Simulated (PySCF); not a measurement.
**[TaH4]+: forces at shaken geometries**

How stiff is [TaH4]+? Its atoms are displaced at random by several amounts. The structure is generated, not taken from experiment.

Program: PySCF 2.14.0. Level of theory: r2SCAN, Ta def2-SVP with ECP60, H def2-SVP; scalar-relativistic core potentials, no spin–orbit coupling. These are calculated values, not measurements.

4 further runs of the same task are left out: 2 for a known fault of the program, 1 that didn't finish, 1 set aside as unsound or not needed.

### 1 Starting geometry

5 atoms, charge 1, spin multiplicity 1.

Bond lengths: Ta1–H2 1.712 Å, Ta1–H3 1.711 Å, Ta1–H4 1.712 Å, Ta1–H5 1.712 Å. Angles: H2–Ta1–H3 71.4°, H2–Ta1–H4 111.8°, H2–Ta1–H5 72.1°, H3–Ta1–H4 71.5°, H3–Ta1–H5 111.6°, H4–Ta1–H5 71.6°.

Coordinates:

```xyz
5
H4Ta
Ta   -0.08165    0.05900   -0.74947
H     1.47966   -0.05658   -0.05748
H     0.10404    1.32137    0.39069
H    -1.31272   -0.08898    0.43052
H     0.05635   -1.48051   -0.01427
```

Formal oxidation states: Ta +5. An earlier session relaxed this geometry at r2SCAN, Ta def2-SVP with ECP60, H def2-SVP (singlet, point group C4v).

Its energy there is -58.986508 Eh.

### 2 Atoms moved at random, σ = 0.03 Å

run.py (the lines that set the calculation)

```python
mol = gto.M(atom='''
Ta    -0.05485     0.07762    -0.76303
H      1.51840    -0.01657    -0.03659
H      0.10461     1.34655     0.39740
H     -1.35552    -0.13387     0.42723
H      0.03303    -1.51942    -0.02501''',
    basis={'Ta': 'def2-SVP', 'H': 'def2-SVP'},
    ecp={'Ta': 'def2-SVP'},
    charge=1, spin=0)
mf = dft.RKS(mol, xc='R2SCAN')
mf.grids.atom_grid = (50, 194)
mf = mf.density_fit()  # fitting sets: Ta def2-universal-JKFIT, H def2-universal-JKFIT
mf.conv_tol = 1e-08; mf.max_cycle = 55
mf.kernel(dm0)  # dm0: the density of the relaxed state
```

Run with:

```bash
OMP_NUM_THREADS=2 python run.py
```

The program printed:

```text
init E= -58.9463301331473
  HOMO = -0.518910505049298  LUMO = -0.392417340694623  gap/eV = 3.44205
cycle= 1 E= -58.9840905181914  delta_E= -0.0378  |g|= 0.0335  |ddm|= 0.109
  HOMO = -0.497907337225252  LUMO = -0.375833219721275  gap/eV = 3.32181
cycle= 2 E= -58.9840302979734  delta_E= 6.02e-05  |g|= 0.0362  |ddm|= 0.072
  HOMO = -0.501481688523382  LUMO = -0.376550031491349  gap/eV = 3.39956
cycle= 3 E= -58.984378319975  delta_E= -0.000348  |g|= 0.00995  |ddm|= 0.0468
  HOMO = -0.502312173963413  LUMO = -0.378070591708494  gap/eV = 3.38079
cycle= 4 E= -58.9844126796202  delta_E= -3.44e-05  |g|= 0.00216  |ddm|= 0.0141
  HOMO = -0.502312040441189  LUMO = -0.377977520726142  gap/eV = 3.38331
cycle= 5 E= -58.9844138827924  delta_E= -1.2e-06  |g|= 0.00118  |ddm|= 0.00418
  HOMO = -0.50243887581356  LUMO = -0.378107845278746  gap/eV = 3.38322
cycle= 6 E= -58.9844143555448  delta_E= -4.73e-07  |g|= 3.72e-05  |ddm|= 0.00144
  HOMO = -0.502436920183322  LUMO = -0.3781090307553  gap/eV = 3.38313
cycle= 7 E= -58.9844143564728  delta_E= -9.28e-10  |g|= 1.56e-05  |ddm|= 0.000117
  HOMO = -0.502431984928629  LUMO = -0.378104150245761  gap/eV = 3.38313
Extra cycle  E= -58.984414356322  delta_E= 1.51e-10  |g|= 2.69e-05  |ddm|= 6.45e-05
converged SCF energy = -58.984414356322
```

It took 1.2 s on 2 threads of Arm Neoverse V1, shared host.

Result: E = -58.984414 Eh (+0.057 eV from the relaxed state), HOMO -13.67 eV, LUMO -10.29 eV, Mulliken charge on Ta1 +1.14 e, largest force component 1.171 eV/Å. 

```
atom      Fx      Fy  Fz (eV/Å)
 Ta1  -0.336  -0.605      1.171
  H2  -0.301  -0.028     -0.132
  H3  -0.048  -0.172     -0.139
  H4   0.630   0.183     -0.590
  H5   0.056   0.621     -0.310
```

### 3 Atoms moved at random, σ = 0.03 Å

run.py (the lines that set the calculation)

```python
mol = gto.M(atom='''
Ta    -0.04911     0.00471    -0.74776
H      1.45522    -0.04435    -0.05011
H      0.09214     1.36837     0.38423
H     -1.32525    -0.06662     0.44605
H      0.07268    -1.50779    -0.03241''',
    basis={'Ta': 'def2-SVP', 'H': 'def2-SVP'},
    ecp={'Ta': 'def2-SVP'},
    charge=1, spin=0)
mf = dft.RKS(mol, xc='R2SCAN')
mf.grids.atom_grid = (50, 194)
mf = mf.density_fit()  # fitting sets: Ta def2-universal-JKFIT, H def2-universal-JKFIT
mf.conv_tol = 1e-08; mf.max_cycle = 55
mf.kernel(dm0)  # dm0: the density of the relaxed state
```

Run with:

```bash
OMP_NUM_THREADS=2 python run.py
```

The program printed:

```text
init E= -58.9771143933497
  HOMO = -0.509813885688159  LUMO = -0.380146568478409  gap/eV = 3.52843
cycle= 1 E= -58.9826824206436  delta_E= -0.00557  |g|= 0.0471  |ddm|= 0.152
  HOMO = -0.499451321977098  LUMO = -0.379293352366939  gap/eV = 3.26966
cycle= 2 E= -58.981903559987  delta_E= 0.000779  |g|= 0.0658  |ddm|= 0.129
  HOMO = -0.503036601715042  LUMO = -0.37650138753758  gap/eV = 3.44320
cycle= 3 E= -58.9833111309778  delta_E= -0.00141  |g|= 0.0112  |ddm|= 0.0863
  HOMO = -0.503746559167231  LUMO = -0.377982936112993  gap/eV = 3.42220
cycle= 4 E= -58.9833533523863  delta_E= -4.22e-05  |g|= 0.00259  |ddm|= 0.0167
  HOMO = -0.503666613047144  LUMO = -0.37785608144625  gap/eV = 3.42348
cycle= 5 E= -58.9833557936375  delta_E= -2.44e-06  |g|= 0.000338  |ddm|= 0.00397
  HOMO = -0.503660911174415  LUMO = -0.377834094359712  gap/eV = 3.42392
cycle= 6 E= -58.9833558366027  delta_E= -4.3e-08  |g|= 0.000107  |ddm|= 0.000556
  HOMO = -0.503669234818963  LUMO = -0.37784550820752  gap/eV = 3.42384
cycle= 7 E= -58.9833558394158  delta_E= -2.81e-09  |g|= 2.9e-05  |ddm|= 0.00014
  HOMO = -0.503665936267847  LUMO = -0.37784306297108  gap/eV = 3.42381
Extra cycle  E= -58.9833558391656  delta_E= 2.5e-10  |g|= 3.99e-05  |ddm|= 8.88e-05
converged SCF energy = -58.9833558391656
```

Run time: 1.2 s. Hardware: 2 threads of Arm Neoverse V1, shared host.

It gives: E = -58.983356 Eh (+0.086 eV from the relaxed state), HOMO -13.71 eV, LUMO -10.28 eV, Mulliken charge on Ta1 +1.16 e, largest force component 1.417 eV/Å. 

```
atom      Fx      Fy  Fz (eV/Å)
 Ta1  -1.285   1.417      0.098
  H2   0.827  -0.104      0.432
  H3  -0.012  -0.730     -0.552
  H4   0.379  -0.076     -0.370
  H5   0.091  -0.508      0.392
```

### 4 Atoms moved at random, σ = 0.15 Å

run.py (the lines that set the calculation)

```python
mol = gto.M(atom='''
Ta    -0.10018     0.14238    -0.62220
H      1.56762    -0.23071    -0.05485
H     -0.23010     1.09895     0.37922
H     -1.19544     0.07193     0.34010
H      0.20378    -1.32825    -0.04227''',
    basis={'Ta': 'def2-SVP', 'H': 'def2-SVP'},
    ecp={'Ta': 'def2-SVP'},
    charge=1, spin=0)
mf = dft.RKS(mol, xc='R2SCAN')
mf.grids.atom_grid = (50, 194)
mf = mf.density_fit()  # fitting sets: Ta def2-universal-JKFIT, H def2-universal-JKFIT
mf.conv_tol = 1e-08; mf.max_cycle = 55
mf.kernel(dm0)  # dm0: the density of the relaxed state
```

Run with:

```bash
OMP_NUM_THREADS=2 python run.py
```

The program printed:

```text
init E= -59.0150882802826
  HOMO = -0.477247001869157  LUMO = -0.363832035708922  gap/eV = 3.08618
cycle= 1 E= -58.8901199038163  delta_E= 0.125  |g|= 0.183  |ddm|= 0.636
  HOMO = -0.474255272208034  LUMO = -0.368320276267831  gap/eV = 2.88264
cycle= 2 E= -58.882468328647  delta_E= 0.00765  |g|= 0.244  |ddm|= 0.484
  HOMO = -0.489104152573953  LUMO = -0.378354803116046  gap/eV = 3.01364
cycle= 3 E= -58.8991268801477  delta_E= -0.0167  |g|= 0.0136  |ddm|= 0.29
  HOMO = -0.487187725136029  LUMO = -0.375150586840131  gap/eV = 3.04869
cycle= 4 E= -58.8991638600309  delta_E= -3.7e-05  |g|= 0.0075  |ddm|= 0.0268
  HOMO = -0.487070923199358  LUMO = -0.375947971130427  gap/eV = 3.02381
cycle= 5 E= -58.8991814931621  delta_E= -1.76e-05  |g|= 0.00291  |ddm|= 0.0132
  HOMO = -0.487245874890394  LUMO = -0.375917158080115  gap/eV = 3.02941
cycle= 6 E= -58.8991841916109  delta_E= -2.7e-06  |g|= 0.000149  |ddm|= 0.00332
  HOMO = -0.487255656381138  LUMO = -0.375914046518127  gap/eV = 3.02976
cycle= 7 E= -58.8991841992011  delta_E= -7.59e-09  |g|= 7.56e-05  |ddm|= 0.000348
  HOMO = -0.487252541182716  LUMO = -0.375922816734145  gap/eV = 3.02944
Extra cycle  E= -58.8991841974768  delta_E= 1.72e-09  |g|= 0.000105  |ddm|= 0.000231
converged SCF energy = -58.8991841974768
```

Run time: 1.2 s. Hardware: 2 threads of Arm Neoverse V1, shared host.

It gives: E = -58.899184 Eh (+2.376 eV from the relaxed state), HOMO -13.26 eV, LUMO -10.23 eV, Mulliken charge on Ta1 +1.26 e, largest force component 12.632 eV/Å. 

```
atom      Fx      Fy  Fz (eV/Å)
 Ta1   6.245  -4.666    -12.632
  H2  -0.923   0.646      0.034
  H3  -0.300   6.851      7.148
  H4  -4.770  -1.004      4.564
  H5  -0.253  -1.826      0.886
```

### 5 The displacements side by side

| σ (Å) | energy rise (eV) | harmonic estimate −½ F·u (eV) | largest force component (eV/Å) |
| --- | --- | --- | --- |
| 0.03 | 0.057 | 0.056 | 1.17 |
| 0.03 | 0.086 | 0.086 | 1.42 |
| 0.15 | 2.376 | 2.643 | 12.63 |

Every displacement raises the energy. For a harmonic well the rise equals −½ F·u; the two differ by at most 11 % here (a move with σ = 0.15 Å), from anharmonicity, the grid and the small forces left at the relaxed point. The bases are small and lack diffuse functions. Spin–orbit coupling is left out.
